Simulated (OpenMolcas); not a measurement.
# C2H6FIn (SMILES C[CH](F)[InH2]): levels of theory compared

Wanted: a comparison of 5 runs (B2PLYP/def2-SVP, M06-2X/def2-SVP, SVWN5/def2-SVP, revPBE/def2-SVP, CCSD(T)/def2-SVP) of C2H6FIn. 

The results are computed with OpenMolcas 26.06.

**1. The structure to begin with**

The species is C2H6FIn (10 atoms), meant as a singlet with charge 0. As SMILES, `C[CH](F)[InH2]`. The shape is that of a PBE0-D4/def2-TZVP optimisation.

Bond lengths: C1–C2 1.503 Å, C2–F3 1.414 Å, C2–In4 2.197 Å, C1–H5 1.095 Å, C1–H6 1.092 Å, C1–H7 1.094 Å, C2–H8 1.094 Å, In4–H9 1.729 Å, In4–H10 1.726 Å. Some angles: C1–C2–F3 108.7°, C1–C2–In4 116.7°, F3–C2–In4 102.3°, C1–C2–H8 110.5°, F3–C2–H8 105.8°, In4–C2–H8 111.9°, C2–C1–H5 111.0°, C2–C1–H6 111.9°, C2–C1–H7 109.8°, C2–In4–H9 117.1°.

**2. A single-point energy at B2PLYP/def2-SVP (core potential) (run 1)**

File mol.input:

```
&GATEWAY
BasLib=$CurrDir
Coord
10
bohr
C     -0.26607344     2.36896067    -1.08697047
C      1.19770842     0.34015070     0.25927042
F      1.64443967     1.12835547     2.77374001
In    -0.72792250    -3.29851695     0.80086593
H      0.73944983     4.17723960    -1.02328670
H     -2.13898100     2.64108123    -0.26286090
H     -0.51381653     1.85060879    -3.07382851
H      3.06362399     0.10412391    -0.59677551
H     -3.93044137    -3.20535345     1.44129412
H      0.93182395    -6.10664997     0.76836264
Basis=def2-SVP
Group=NoSym
&SEWARD
GridInput
Grid=UltraFine
End of Grid
&SCF
KSDFT=B2PLYP_SCF
Thresholds=1e-10 1e-07 1e-07 1e-05
PrOrbitals=1 1
&MBPT2
Frozen=7
```

The basis set def2-SVP is read from a file made from the Basis Set Exchange's data (not shown).

The run is started by

```
$ export MOLCAS_MEM=1860
$ pymolcas mol.input > mol.log
```

The log of the run:

```text
--- Start Module: gateway ---
[...]
--- Stop Module: gateway /rc=_RC_ALL_IS_WELL_ ---
[...]
      Basis functions           98
[...]
--- Start Module: scf ---
[...]
       Convergence after  14 Iterations
[...]
::    Total KS-DFT energy                            -368.9656683368
[...]
      Total spin, S                                     0.0000000000
[...]
      Total electronic charge=   48.000000
      Total            charge=   -0.000000
[...]
      Dipole Moment (debye):
      Origin of the operator (angstrom)=   -0.1391   -1.0510    0.4261
                   X= -1.9141E-01               Y= -2.7521E-01               Z= -1.8575E+00           Total=  1.8875E+00
      Quadrupole Moment (debye*angstrom):
[...]
--- Stop Module: scf /rc=_RC_ALL_IS_WELL_ ---
[...]
--- Start Module: mbpt2 ---
[...]
 ###    WARNING: MP2 implementation intended for RHF references only         ###
 ###############################################################################
MBPT2 WARNING: Reference function according to RunFile:KS-DFT
I'll assume you know what you're doing and continue
WARNING!
Default frozen orbitals as non valence orbitals is overwritten by user input.
Default values:   3
[...]
       Reference weight ( Cref**2 )         =        0.78510
::    Total MBPT2 energy                             -369.6525671007
[...]
      Total MBPT2 calculations                           0.56      0.64
--- Stop Module: mbpt2 /rc=_RC_ALL_IS_WELL_ ---
[...]
```

It took 39 s on 1 thread of AMD EPYC 7R43 (Zen 3), shared host; peak memory 0.54 GiB.

**3. Energy and forces at M06-2X/def2-SVP (core potential) (run 2)**

File input.xyz:

```xyz
10

C     -0.140800     1.253600    -0.575200
C      0.633800     0.180000     0.137200
F      0.870200     0.597100     1.467800
In    -0.385200    -1.745500     0.423800
H      0.391300     2.210500    -0.541500
H     -1.131900     1.397600    -0.139100
H     -0.271900     0.979300    -1.626600
H      1.621200     0.055100    -0.315800
H     -2.079900    -1.696200     0.762700
H      0.493100    -3.231500     0.406600
```

File mol.inp:

```
* C2H6FIn Kohn-Sham DFT

&GATEWAY
 BasLib = $CurrDir
 Coord = input.xyz
 Basis = def2-SVP
 Group = NoSym

&SEWARD
 GridInput
 Grid=UltraFine
 End of Grid

&SCF
 KSDFT = M062X
 Thresholds = 1e-10 1e-07 1e-07 1e-05
 PrOrbitals = 0

&ALASKA
```

The basis set def2-SVP is read from a file made from the Basis Set Exchange's data (not shown).

The run is started by

```
$ export MOLCAS_MEM=1860
$ pymolcas mol.inp > mol.log
```

The log of the run:

```text
--- Start Module: gateway ---
[...]
--- Stop Module: gateway /rc=_RC_ALL_IS_WELL_ ---
[...]
      Basis functions           98
[...]
--- Start Module: scf ---
[...]
       Convergence after  14 Iterations
[...]
::    Total KS-DFT energy                            -369.4489930705
[...]
      Total spin, S                                     0.0000000000
[...]
      Total electronic charge=   48.000000
      Total            charge=   -0.000000
[...]
      Dipole Moment (debye):
      Origin of the operator (angstrom)=   -0.1391   -1.0510    0.4261
                   X= -1.8566E-01               Y= -2.6004E-01               Z= -1.7964E+00           Total=  1.8246E+00
      Quadrupole Moment (debye*angstrom):
[...]
 *              Molecular gradients               *
 **************************************************
  Irreducible representation: a
 ------------------------------------------------------------------------------------------
                              X                       Y                       Z
 ------------------------------------------------------------------------------------------
  C1               -1.28880226751038E-03    3.86616383796223E-06    9.69795740946466E-04
  C2               -2.33201142042816E-03   -2.43607121824774E-03   -7.88231171301890E-03
  F3                1.92147322892744E-03    1.66615437528161E-03    4.13565479673572E-03
  IN4               1.51964027890195E-04    2.34052369950888E-04   -4.45135622794468E-04
  H5               -1.87146048402020E-03   -3.81336467624571E-03   -5.95574168265889E-04
  H6                4.37610982816050E-03   -6.60708148675582E-04   -2.23693621315113E-03
  H7                7.49638833529409E-04    8.04740220315847E-04    4.23525520873813E-03
  H8               -4.13792502328203E-03   -1.76892338579204E-04    2.89797192109464E-03
[...]
```

Run time: 66 s. Hardware: 1 thread of AMD EPYC 7R43 (Zen 3), shared host; peak memory 0.54 GiB.

Runs 3 to 4 aren't shown in full; the table further down has their settings and results.

**4. The energy at CCSD(T)/def2-SVP (Cholesky decomposition, core potential) (run 5)**

File calc.inp:

```
&GATEWAY
 BASLIB
 $CurrDir
 COORD
 10
 angstrom
 C       -0.140800       1.253600      -0.575200
 C        0.633800       0.180000       0.137200
 F        0.870200       0.597100       1.467800
 In      -0.385200      -1.745500       0.423800
 H        0.391300       2.210500      -0.541500
 H       -1.131900       1.397600      -0.139100
 H       -0.271900       0.979300      -1.626600
 H        1.621200       0.055100      -0.315800
 H       -2.079900      -1.696200       0.762700
 H        0.493100      -3.231500       0.406600
 BASIS
 def2-SVP
 GROUP
 NoSym

&SEWARD
 HIGH

&SCF
 THRESHOLDS
 1e-10 1e-07 1e-07 1e-05
 PRORBITALS
 1 2

&CHCC
 FROZEN
 7
 THRESHOLD
 1e-08
 MAXITERATIONS
 80

&CHT3
 FROZEN
 7
```

The basis set def2-SVP is read from a file made from the Basis Set Exchange's data (not shown).

The run is started by

```
$ export MOLCAS_MEM=1860
$ pymolcas calc.inp > calc.log
```

The log of the run:

```text
--- Start Module: gateway ---
[...]
--- Stop Module: gateway /rc=_RC_ALL_IS_WELL_ ---
[...]
      Basis functions           98
[...]
       Convergence after  13 Iterations
[...]
::    Total SCF energy                               -367.6785396996
[...]
      Total spin, S                                     0.0000000000
[...]
      Total electronic charge=   48.000000
      Total            charge=   -0.000000
[...]
      Dipole Moment (debye):
      Origin of the operator (angstrom)=   -0.1391   -1.0510    0.4261
                   X= -2.5529E-01               Y= -4.4866E-01               Z= -2.0466E+00           Total=  2.1107E+00
      Quadrupole Moment (debye*angstrom):
[...]
--- Start Module: chcc ---
[...]
--- Stop Module: chcc /rc=_RC_ALL_IS_WELL_ ---
[...]
--- Start Module: cht3 ---
[...]
--- Stop Module: cht3 /rc=_RC_ALL_IS_WELL_ ---
[...]
```

It took 6.3 min on 1 thread of AMD EPYC 7R43 (Zen 3), shared host; peak memory 0.2 GiB.

**5. Overview of the runs**

```tsv
run	level	task	frozen core orbitals	energy (Eh)	dipole moment (D) of the reference	HOMO energy (eV)	LUMO energy (eV)	wall time
1	B2PLYP/def2-SVP (core potential)	energy	7	-369.151131	1.89	-8.07	-0.82	39 s
2	M06-2X/def2-SVP (core potential)	gradient	–	-369.448993	1.82	-8.09	-1.27	66 s
3	SVWN5/def2-SVP (core potential)	gradient	–	-367.893704	1.64	-5.84	-2.72	44 s
4	revPBE/def2-SVP (core potential)	gradient	–	-369.594896	1.57	-5.65	-2.33	62 s
5	CCSD(T)/def2-SVP (Cholesky decomposition, core potential)	energy	7	-368.302801	2.11	-9.96	0.81	6.3 min
```

**6. Summary of results**

```
                                          quantity          value
                               run 5: total energy  -368.30280 Eh
         run 5: dipole moment (mean-field density)         2.11 D
        run 5: HOMO energy (Hartree–Fock orbitals)       -9.96 eV
        run 5: LUMO energy (Hartree–Fock orbitals)        0.81 eV
      run 5: HOMO–LUMO gap (Hartree–Fock orbitals)       10.76 eV
run 5: correlation energy (7 core orbitals frozen)     -624.3 mEh
                             run 5: (T) correction     -15.53 mEh
```

Over runs 1, 2, 3, 4 the dipole moment (its size) runs from 1.57 D (revPBE/def2-SVP) to 1.89 D (B2PLYP/def2-SVP). A double hybrid's value is that of its SCF part. Over runs 1, 2, 3, 4 the HOMO–LUMO gap runs from 3.12 eV (SVWN5/def2-SVP) to 7.25 eV (B2PLYP/def2-SVP). For B2PLYP the log adds the whole second-order term; the table takes 0.27 of it, as the functional is defined. Totals of different functionals can't be ranked against each other. All runs together took 9.8 min, the longest 6.3 min.
